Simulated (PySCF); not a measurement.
# C3H6SSi: the cost of one run

The runs use PySCF 2.14.0, with density-fitted response routines of our own; the level of theory stands in each step. All values are computed, except where a source is named. Atoms count from 0, in the outputs and in this text.

## Step 1: The starting structure

11 atoms, charge 0, multiplicity 1; geometry from: GFN2-xTB. The atoms were then displaced at random by about 0.01 Å, so the start is not that level's minimum.

Bonds of the start (Å): C0–C1 1.35, C1–C2 1.52, C2–Si3 1.86, Si3–S4 2.15, S4–C1 1.78, C0–H5 1.04, C0–H6 1.09, C2–H7 1.11, C2–H8 1.07, Si3–H9 1.48, Si3–H10 1.47.

## Step 2: Optimising the geometry at PBE0-D3(BJ)/def2-SVP

What the job is given:

```
{"job": {"xc": "PBE0", "basis": "def2-SVP", "d3": "d3bj", "grid": 1, "shake": 0.01, "kind": "geom"}, "charge": 0, "multiplicity": 1}
C      1.978660    -0.600080     0.120000
C      0.644550    -0.412010     0.092180
C     -0.164200     0.829690    -0.235190
Si    -1.812750     0.019080     0.027540
S     -0.558220    -1.676060     0.448640
H      2.399580    -1.516140     0.362090
H      2.634010     0.237300    -0.117650
H      0.114710     1.654610     0.448940
H      0.061270     1.191750    -1.217970
H     -2.601510     0.439480     1.212190
H     -2.657990    -0.193450    -1.156440
```

The run is started by

```bash
$ OMP_NUM_THREADS=1 python probes_run.py task.json out
```

The driver reads the jobs from task.json and runs them one after another.

**Question.** How long does this first job take on 1 thread of Arm Neoverse N1, shared host, and how much memory does it need?

About 37 s, with a peak of 0.45 GiB.
